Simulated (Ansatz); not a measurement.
# Co3W2: one candidate of a structure search, part 2 of 2

Where does this trial cell of Co3W2 go when cell and atoms are let free?

Ansatz 0.2.0; DFT PBE, scalar-relativistic, plane waves, PAW.

## 4. Final relaxation

The end of the coarse run is made exact in the group found at a tolerance of 0.06 Å and reduced to its primitive cell.

The input, input.yaml:

```yaml
crystal:
  lattice:
    - [-1.5380586494, 1.5380586494, 6.8097374314]
    - [1.5380586494, -1.5380586494, 6.8097374314]
    - [1.5380586494, 1.5380586494, -6.8097374314]
  atoms:
    - { symbol: Co, position: [0.5, 0.5, 0.0], spin: 1.63 }
    - { symbol: Co, position: [0.6998885325, 0.6998885325, 0.0] }
    - { symbol: Co, position: [0.3001114675, 0.3001114675, 0.0] }
    - { symbol: W, position: [0.8893936851, 0.8893936851, 0.0] }
    - { symbol: W, position: [0.1106063149, 0.1106063149, 0.0] }
basis:
  ecutwfc: 420
kpoints:
  mp_grid: { grid: [18, 18, 18] }
hamiltonian:
  xc: pbe
scf:
  occupations: { method: gaussian, width: 0.1 }
output:
  forces: true
  stress: true
  eigenvalues: true
  populations: true
  write_density: true
  write_potential: true
  elf: true
  volumetric_format: npy
magnetization:
  spin_polarized: true
relax:
  adjacent_minimum: "off"
  f_tol: 0.01
  max_steps: 80
  cell: { stress_tol: 0.05 }
```

Started as:

```
ansatz run input.yaml --threads 4 --pin off --max-ram 8192MiB --backend cpu --events-out ev --progress --plain --runs-dir out
```

Output:

```text
Warning: RAYON_NUM_THREADS=4 ignored (pool sized by the plan → 4); use --threads N
basis.fft_grid_basis auto: the FFT boxes are laid along the combinations [[1, -1, 0], [0, 1, 0], [1, 0, 1]] of the cell's own vectors, 4.350, 7.149 and 3.076 Å long. The dense box has 30×48×24 points. Along the cell's own vectors, as sized, it would have 48×48×48, 3.20 times as many. Of the 16 symmetry operations that the crystal satisfies within crystal.symmetry.tolerance (time reversal apart; of a slab, those that keep its plane) the dense box along the cell's own vectors carries 16, and the one as laid loses 14 of those. basis.fft_grid_basis: typed keeps the cell's own vectors: state it where this run's energies or levels are differenced outside the engine with another run's, or held beside a run that keeps those vectors. Those combinations have planes normal to reciprocal vector 3, as the cell's own vectors have. Each planar average written beside output.write_density, output.write_potential has a row for each plane of the box: 24. The volumetric files lie along those combinations, not along the cell's own vectors: a cube or XSF file states them, and fields.json those of NumPy files.
Engine: ansatz 0.2.0, aarch64-unknown-linux-gnu
Pseudopotentials: kind: paw
Pseudopotential: Co, paw, valence charge 17, recommended cutoff 420 eV (normal), Co.paw.azcp
Pseudopotential: W, paw, valence charge 14, recommended cutoff 420 eV (normal), W.paw.azcp
Functional definition: PBE
  parameter kappa = 0.804
  parameter beta = 0.06672455060314922
  exchange = pbe_x(kappa = kappa, mu = beta*pi^2/3)
  correlation = pbe_c(beta = beta)
Crystal: 5 atoms, lattice volume = 64.437 Å³
Basis set: ecut = 420 eV, 1259 PW (Γ), FFT grids on a1−a2, a2, a1+a3, exchange–correlation on 60×96×48 points (8 copies of the dense FFT grid, shifted against one another)
Bands: 49, of which v1, the nominal top of the filled ones, is band 40 counted from 1 (39 counted from 0)
Symmetry: 16 space group operations
Space group: I4/mmm (ITA 139), of the structure as read, at distance tolerance 4.0e-5 Å
Magnetic group: BNS 139.531 (UNI 1191), of the structure as read, at distance tolerance 4.0e-5 Å
k-points: 480 of 5832
Non-local potential: Co, projectors of the file, l = 0: 3, l = 1: 2, l = 2: 3, l = 3: 1
Non-local potential: W, projectors of the file, l = 0: 3, l = 1: 2, l = 2: 2, l = 3: 1
PAW form: soft (Blöchl's): semilocal exchange-correlation on the pseudo side does not see the compensation charge
PAW one-centre angular grid: Co, 590 points (default); XC on 64 Gauss nodes
PAW one-centre angular grid: W, 590 points (default); XC on 64 Gauss nodes
Initial density: superposition of atomic densities (chi_scale 0.1, normalization cell)
Starting moments: Σ|m| = 1.63 μB on 1 of 5 sites
Initial wavefunctions: pseudopotential atomic-orbital guess
Functional: x = pbe(κ = 0.804, μ = 0.2195149727645171), c = pbe(β = 0.06672455060314922)
SCF iter   1: F=—  HF=-36145.998856 eV  |F-HF|=—  |Δ(HF+E_count)|=         —  Δρ=5.70e-2 (↑4.47e-2 ↓5.70e-2)  dr2=3.98e0  dr2_m=1.75e-1  M=1.648 μB ∫|m|=1.836 μB  β_m=0.30  ethr=3.10e-3  ⟨swp⟩=5.5  Hψ=142273  notcnv=0
Mixer restart at iter 1: flushing history
preconditioner: auto → Kerker (q_TF=auto, 2.823 Å⁻¹)  [metal: Δε(μ)=0.000 eV  Ē_g=5.157 eV  σ=0.100 eV  W_gap=0.00  n_scr=22 (ndim 8)  ℏωp=28.9 eV  f_vac=0.000  D(μ)=4.10/eV (n_scr^D=42)]
spin=Collinear: Kerker preconditioning applied to the charge; magnetization (m = ρ↑ − ρ↓) channel mixes plain (no charge-response kernel on spin).
SCF iter   2: F=—  HF=-36144.773633 eV  |F-HF|=—  |Δ(HF+E_count)|=    1.23e0  Δρ=3.03e-2 (↑2.39e-2 ↓3.03e-2)  dr2=2.37e0  dr2_m=9.93e-2  M=1.686 μB ∫|m|=1.865 μB  β_m=0.36  ethr=3.10e-3  ⟨swp⟩=2.2  Hψ=75796  notcnv=0  defer=1488
SCF iter   3: F=—  HF=-36146.036398 eV  |F-HF|=—  |Δ(HF+E_count)|=    1.26e0  Δρ=2.32e-2 (↑1.97e-2 ↓2.32e-2)  dr2=1.91e0  dr2_m=3.90e-2  M=1.705 μB ∫|m|=1.882 μB  β_m=0.59  ethr=3.01e-3  ⟨swp⟩=2.0  Hψ=54155  notcnv=0  defer=1494
SCF iter   4: F=—  HF=-36147.472948 eV  |F-HF|=—  |Δ(HF+E_count)|=    1.44e0  Δρ=1.34e-2 (↑1.11e-2 ↓1.34e-2)  dr2=6.90e-1  dr2_m=2.96e-3  M=1.731 μB ∫|m|=1.915 μB  β_m=0.69  ethr=2.42e-3  ⟨swp⟩=3.2  Hψ=81867  notcnv=0  defer=1414
SCF iter   5: F=—  HF=-36147.463676 eV  |F-HF|=—  |Δ(HF+E_count)|=   9.27e-3  Δρ=1.05e-2 (↑1.03e-2 ↓1.05e-2)  dr2=1.55e-1  dr2_m=1.24e-3  M=1.723 μB ∫|m|=1.918 μB  β_m=0.70  ethr=8.73e-4  ⟨swp⟩=2.3  Hψ=72046  notcnv=0  defer=1382
SCF iter   6: F=—  HF=-36147.483169 eV  |F-HF|=—  |Δ(HF+E_count)|=         —  Δρ=7.69e-3 (↑7.69e-3 ↓3.91e-3)  dr2=4.88e-2  dr2_m=2.78e-3  M=1.702 μB ∫|m|=1.927 μB  β_m=0.70  ethr=1.96e-4  ⟨swp⟩=2.0  Hψ=74491  notcnv=0  defer=1391
Mixer restart at iter 6: flushing history
SCF iter   7: F=—  HF=-36147.488957 eV  |F-HF|=—  |Δ(HF+E_count)|=   5.79e-3  Δρ=6.46e-3 (↑3.20e-3 ↓6.46e-3)  dr2=3.44e-2  dr2_m=1.80e-3  M=1.688 μB ∫|m|=1.917 μB  β_m=0.58  ethr=6.17e-5  ⟨swp⟩=2.0  Hψ=93119  notcnv=0  defer=1391
SCF iter   8: F=—  HF=-36147.483061 eV  |F-HF|=—  |Δ(HF+E_count)|=   5.90e-3  Δρ=1.98e-3 (↑1.98e-3 ↓7.45e-4)  dr2=1.80e-3  dr2_m=8.01e-4  M=1.686 μB ∫|m|=1.929 μB  β_m=0.71  ethr=4.36e-5  ⟨swp⟩=2.0  Hψ=93098  notcnv=0  defer=1389
SCF iter   9: F=—  HF=-36147.482802 eV  |F-HF|=—  |Δ(HF+E_count)|=   2.60e-4  Δρ=1.05e-3 (↑2.07e-4 ↓1.05e-3)  dr2=5.25e-4  dr2_m=1.90e-4  M=1.677 μB ∫|m|=1.934 μB  β_m=0.86  ethr=2.28e-6  ⟨swp⟩=2.0  Hψ=65903  notcnv=0  defer=1389
SCF iter  10: F=—  HF=-36147.482851 eV  |F-HF|=—  |Δ(HF+E_count)|=   4.92e-5  Δρ=5.08e-4 (↑1.77e-4 ↓5.08e-4)  dr2=1.01e-4  dr2_m=4.74e-5  M=1.673 μB ∫|m|=1.942 μB  β_m=0.86  ethr=6.64e-7  ⟨swp⟩=2.0  Hψ=61620  notcnv=0  defer=1388
SCF iter  11: F=—  HF=-36147.482831 eV  |F-HF|=—  |Δ(HF+E_count)|=   1.97e-5  Δρ=6.79e-4 (↑6.79e-4 ↓2.29e-4)  dr2=3.56e-4  dr2_m=3.63e-5  M=1.670 μB ∫|m|=1.946 μB  β_m=0.80  ethr=1.28e-7  ⟨swp⟩=2.0  Hψ=85416  notcnv=0  defer=1388
SCF iter  12: F=—  HF=-36147.482825 eV  |F-HF|=—  |Δ(HF+E_count)|=   6.40e-6  Δρ=3.21e-4 (↑1.63e-4 ↓3.21e-4)  dr2=8.35e-5  dr2_m=1.58e-5  M=1.668 μB ∫|m|=1.948 μB  β_m=0.90  ethr=1.28e-7  ⟨swp⟩=2.0  Hψ=85854  notcnv=0  defer=1388
SCF iter  13: F=—  HF=-36147.482817 eV  |F-HF|=—  |Δ(HF+E_count)|=   7.32e-6  Δρ=1.54e-4 (↑7.50e-5 ↓1.54e-4)  dr2=2.24e-5  dr2_m=1.80e-6  M=1.665 μB ∫|m|=1.951 μB  β_m=0.95  ethr=1.06e-7  ⟨swp⟩=2.0  Hψ=74913  notcnv=0  defer=1388
SCF iter  14: F=—  HF=-36147.482818 eV  |F-HF|=—  |Δ(HF+E_count)|=   8.47e-7  Δρ=8.44e-5 (↑8.44e-5 ↓7.56e-5)  dr2=1.27e-5  dr2_m=3.61e-7  M=1.663 μB ∫|m|=1.952 μB  β_m=0.83  ethr=2.83e-8  ⟨swp⟩=1.7  Hψ=53259  notcnv=0  defer=1388
SCF iter  15: F=—  HF=-36147.482817 eV  |F-HF|=—  |Δ(HF+E_count)|=   7.96e-7  Δρ=2.78e-5 (↑2.78e-5 ↓1.05e-5)  dr2=7.57e-7  dr2_m=7.72e-8  M=1.663 μB ∫|m|=1.952 μB  β_m=0.65  ethr=1.60e-8  ⟨swp⟩=1.8  Hψ=49824  notcnv=0  defer=1388
SCF iter  16: F=—  HF=-36147.482817 eV  |F-HF|=—  |Δ(HF+E_count)|=   7.29e-8  Δρ=5.57e-6 (↑1.73e-6 ↓5.57e-6)  dr2=1.10e-8  dr2_m=5.85e-9  M=1.662 μB ∫|m|=1.953 μB  β_m=0.83  ethr=9.58e-10  ⟨swp⟩=1.6  Hψ=53001  notcnv=0  defer=1387
SCF iter  17: F=-36147.482817 eV  HF=-36147.482817 eV  |F-HF|=8.80e-9  |Δ(HF+E_count)|=   3.27e-9  Δρ=2.38e-6 (↑2.06e-6 ↓2.38e-6)  dr2=1.07e-8  dr2_m=2.20e-10  M=1.662 μB ∫|m|=1.953 μB  ethr=1.39e-11  ⟨swp⟩=11.9  Hψ=272794  notcnv=0
SCF 1 converged in 17 iterations: F = -36147.482817 eV  dr2 = 1.07e-8
relax step   1: F+E_penalty+E_count = -36147.48281724 eV  Δ(F+E_penalty+E_count) = +0.000e0 eV  max|allowed force component| = 1.351e-2 eV/Å  Δτ_max = 0.0000 Å  P = +0.023 GPa  Ω = 64.437 Å³  (17 SCF iters, dr2 threshold 1.00e-7 eV, accepted)
[... 17 lines left out ...]
relax step   2: F+E_penalty+E_count = -36147.48285978 eV  Δ(F+E_penalty+E_count) = -4.253e-5 eV  max|allowed force component| = 6.493e-3 eV/Å  Δτ_max = 0.0006 Å  P = -0.029 GPa  Ω = 64.454 Å³  energy of the carried Pulay correction = -1.276e-5 eV  (9 SCF iters, dr2 threshold 4.86e-8 eV, accepted)
[... 14 lines left out ...]
relax step   3: F+E_penalty+E_count = -36147.48287235 eV  Δ(F+E_penalty+E_count) = -1.258e-5 eV  max|allowed force component| = 2.801e-3 eV/Å  Δτ_max = 0.0004 Å  P = +0.014 GPa  Ω = 64.444 Å³  energy of the carried Pulay correction = -5.241e-6 eV  (9 SCF iters, dr2 threshold 6.43e-9 eV, accepted)
[... 12 lines left out ...]
relax step   4: F+E_penalty+E_count = -36147.48287738 eV  Δ(F+E_penalty+E_count) = -5.021e-6 eV  max|allowed force component| = 2.784e-3 eV/Å  Δτ_max = 0.0000 Å  P = +0.014 GPa  Ω = 64.444 Å³  stress off target by 2.64e-2 GPa  SCF on the basis re-selected at this cell (its energy is not comparable with the rows above)  (7 SCF iters)
basis re-selected at this cell: Δ(F+E_penalty+E_count) = -5.021e-6 eV, ΔP = +0.000 GPa vs the last step (what re-selecting the basis moved, of the pressure what is left beyond the Pulay correction that the steps carried, after the strain that the cell walked since its last selection, with what the two solves' SCF thresholds leave and, on support functions, any second-order correction that the steps lacked; it is no measure of the basis error at this ecutwfc). This SCF's stress stands 2.64e-2 GPa from its target on what of the cell is left free (relax.cell.stress_tol is 5.00e-2 GPa) and its largest allowed force component is 2.78e-3 eV/Å (relax.f_tol is 1.00e-2 eV/Å): within both
SCF converged after 7 iterations
Magnetization: 1.6604 μB (40.3302 up, 38.6698 down)
Absolute magnetization: 1.9560 μB (∫|ρ↑−ρ↓|, with the PAW one-centre terms)
Spin contamination: 0.2150 ħ² per cell (⟨S²⟩ above its minimum at these occupations)
Per-site moments (μB) at R_I (Å): [(1.477371343474873, 1.0915194810517623), (-0.05215109818769732, 1.0278518361948479), (-0.05215109818769716, 1.027851836194848), (0.10679824428810834, 1.027851836194848), (0.10679824428810854, 1.0278518361948479)]
Free energy (F): -36147.482877 eV
Harris-Foulkes:  -36147.482877 eV  (|F-HF|=3.64e-11)
Internal energy: -36147.460240 eV  (E = F + TS)
E sigma→0 (E₀):  -36147.471559 eV
Entropy (-TS):   -0.022638 eV (-4.528 meV/atom)
Fermi energy:    20.628250 eV
--- Per-component energies (eV) ---
  E_band       = -860.530651
  E_kinetic    = 2265.400292
  E_local      = -10417.011576  (includes V_loc(G=0)·N_el)
  E_nonlocal   = 1359.929124
  E_hartree    = 4371.128717
  E_xc         = -1011.989749
  E_vxc        = -1094.668305  (∫ρ·V_xc dr)
  E_paw        = -21669.935968  (= ΣΔE_a)
  E_vpaw       = -1716.438051  (= ΣTr[D̂ρ^β])
  E_aug_tail   = 0.000104  (compensation charges beyond the density's cutoff)
  E_ewald      = -11044.981184
  E_smearing   = -0.022638  (= −TS)
  E_closure    = -0.000000  (closes the sum)
  Σ components = -36147.482877   (vs F -36147.482877, Δ=0.00e0)
--- Forces (eV/Å), atoms counted from 1 ---
  atom   1  Co     0.00000000    -0.00000000    -0.00000000
  atom   2  Co     0.00000000    -0.00000000    -0.00278362
  atom   3  Co    -0.00000000    -0.00000000     0.00278362
  atom   4  W      0.00000000    -0.00000000    -0.00072462
  atom   5  W      0.00000000    -0.00000000     0.00072462
  max |Σ_I F_I| component: 3.69e-18 eV/Å
--- Stress (GPa, compression-positive) ---
        0.008036       0.000000       0.000000
        0.000000       0.008036       0.000000
        0.000000       0.000000       0.026449
  P = ⅓ Tr σ = 0.0142 GPa (0.142 kbar)
--- Band table (eV; the first three rows and the last of 960) ---
  k-point 0 ↑: bands = ["-75.7077", "-74.2793", "-74.2548", "-53.6268", "-53.6187", "-38.9661", "-38.9661", "-38.9557", "-37.6721", "-37.6196", "-37.5522", "-37.5522", "-37.4777", "-37.4777", "-17.9503", "-17.7544", "-17.7544", "-17.7524", "-17.7393", "-17.7393", "11.2322", "14.0717", "15.4053", "15.5006", "15.7121", "15.9242", "16.9210", "17.9412", "17.9861", "17.9861", "18.0599", "18.6917", "18.9380", "18.9380", "18.9658", "18.9658", "19.3788", "19.4922", "19.9607", "20.3992", "21.0394", "21.2424", "21.2424", "21.6776", "21.6776", "23.3189", "23.4599", "23.9231", "27.6169"]
[... 3 lines left out ...]
--- Relaxed structure (3 steps of the walk, 3 accepted, 1 SCFs on fresh bases) ---
  F+E_penalty+E_count = -36147.48287738 eV   max|allowed force component| = 2.784e-3 eV/Å   (the final SCF, on the basis selected at the relaxed cell)
  cell:  # Å, volume = 64.4441 Å³
    - [-1.5388122764305088, 1.5388122764305088, 6.803807696948085]
    - [1.5388122764305088, -1.5388122764305088, 6.803807696948085]
    - [1.5388122764305088, 1.5388122764305088, -6.803807696948085]
  atoms:
    - { symbol: Co, position: [0.5, 0.5, -3.2968899100976487e-35] }
    - { symbol: Co, position: [0.6998140390117804, 0.6998140390117804, -3.1500417219710637e-35] }
    - { symbol: Co, position: [0.30018596098821954, 0.30018596098821954, -1.9029668069719824e-35] }
    - { symbol: W, position: [0.889376359152689, 0.889376359152689, -1.316611404672615e-35] }
    - { symbol: W, position: [0.11062364084731112, 0.11062364084731112, 9.470584673931578e-36] }
--- Löwdin populations: 5 sites ---
  site symbol       q [e]    m [muB]
     0     Co     16.6411     1.4227
     1     Co     16.7871    -0.0482
     2     Co     16.7871    -0.0482
     3      W     13.9241     0.1728
     4      W     13.9241     0.1728
  spilling = 0.011854 (of n_electrons = 79.000000)
```

Wall time 3.8 min (4 threads of Arm Neoverse V2, shared host); peak memory 2.1 GiB.

The steps of the relaxation:

| step | energy from step 1 (eV/cell) | largest force component (eV/Å) | pressure (GPa) | volume (Å³) |
| --- | --- | --- | --- | --- |
| 1 | 0.0000 | 0.0135 | 0.02 | 64.44 |
| 2 | 0.0000 | 0.0065 | -0.03 | 64.45 |
| 3 | -0.0001 | 0.0028 | 0.01 | 64.44 |
| 4 | -0.0001 | 0.0028 | 0.01 | 64.44 |

Step 1 is the start. Step 4 repeats the geometry before it on a plane-wave basis chosen anew for that cell, so its energy need not be comparable with the rows above.

Lengths and angles in the start's conventional setting:

|  | before | after | change |
| --- | --- | --- | --- |
| a (Å) | 3.076 | 3.078 | 0.0 % |
| b (Å) | 3.076 | 3.078 | 0.0 % |
| c (Å) | 13.619 | 13.608 | -0.1 % |
| volume (Å³/atom) | 12.89 | 12.89 | 0.0 % |
| shortest distance (Å) | 2.492 | 2.492 | 0.0 % |
| space group (0.01 Å) | I4/mmm | I4/mmm | same |

The run keeps the 16 symmetry operations of the start, so it could not have lowered the symmetry.

Site by site:

```csv
atom,moment in the atom's sphere (μB),Löwdin electrons
Co1,1.48,16.64
Co2,-0.05,16.79
Co3,-0.05,16.79
W4,0.11,13.92
W5,0.11,13.92
```

The Löwdin counts miss 0.94 of the 79 electrons, which the atomic orbitals do not span, so they are no charges.

The maps below are laid out on this run's own conventional cell (a, b, c = 3.078, 3.078, 13.608 Å).

Density in a lattice plane of the grid's cell (edges 3.08 and 13.61 Å, at 0.000 of the third edge), which holds Co and W.

Ten even steps from ' ' (0.18 e/Å³) to '@' (56.88 e/Å³):
```
            
            
            
            
            
@@..      ..
            
            
            
@@..      ..
            
            
            
@@..      ..
            
            
            
            
            
            
```
Columns run along the first of these edges and rows up along the second, over one cell in 6 and 20 even steps from the bottom left corner. Atoms in the plane (fractional): Co at (0.00, 0.50), Co at (0.00, 0.70), Co at (0.00, 0.30), W at (0.00, 0.89), W at (0.00, 0.11).

ELF in the same plane.

Ten even steps from '0' (0.04) to '9' (0.98):
```
422322
061316
651315
233233
311211
951215
213331
234343
212321
951315
212321
234343
213331
951215
311211
233233
651315
061316
422322
343334
```
Columns run along the first of these edges and rows up along the second, over one cell in 6 and 20 even steps from the bottom left corner. Atoms in the plane (fractional): Co at (0.00, 0.50), Co at (0.00, 0.70), Co at (0.00, 0.30), W at (0.00, 0.89), W at (0.00, 0.11).

Both are smooth fields of the valence electrons: close to the nuclei they are not physical.

Spin density (up less down) in a lattice plane of the grid's cell (edges 3.08 and 13.61 Å, at 0.000 of the third edge), which holds Co and W.

Values in e/Å³, 12 rows by 6 columns:
```
 0.02  0.02  0.01  0.00  0.01  0.02
 0.05  0.02  0.01  0.00  0.01  0.02
 0.02  0.00  0.00  0.00  0.00  0.00
 0.04 -0.01  0.00  0.00  0.00 -0.01
 0.02  0.00  0.00  0.00  0.00  0.00
 6.25  1.13  0.07 -0.01  0.07  1.13
 0.02  0.00  0.00  0.00  0.00  0.00
 0.04 -0.01  0.00  0.00  0.00 -0.01
 0.02  0.00  0.00  0.00  0.00  0.00
 0.05  0.02  0.01  0.00  0.01  0.02
 0.02  0.02  0.01  0.00  0.01  0.02
 0.02  0.01  0.00 -0.01  0.00  0.01
```
Columns run along the first of these edges and rows up along the second, over one cell in 6 and 12 even steps from the bottom left corner. Atoms in the plane (fractional): Co at (0.00, 0.50), Co at (0.00, 0.70), Co at (0.00, 0.30), W at (0.00, 0.89), W at (0.00, 0.11).

Maxima of ELF outside the ion cores: 0.45 between the atoms, 1.5 Å from Co.

## 5. What came out

What follows sums up all 2 parts. Changes of volume or cell count from the first structure of part 1.

```
                              quantity                                                                       value
symmetry at the end (tolerance 0.05 Å)                                                space group I4/mmm (No. 139)
                     conventional cell  a = 3.078 Å, b = 3.078 Å, c = 13.608 Å, α = 90.00°, β = 90.00°, γ = 90.00°
                                volume                                                               12.89 Å³/atom
              energy over the elements                                                               +0.13 eV/atom
                       gap on the mesh                                                                none (metal)
                          total moment                                                                1.66 μB/cell
```

**Reading.** The space group I4/mmm (No. 139) is kept, and the volume per atom shrinks by 2.4 % from the first guess. With a positive formation energy it can't be a ground state. No finished test with a distortion of lower symmetry is shown, so the end may be a saddle point. Spin-orbit coupling is left out for W. Other magnetic orders were not searched.
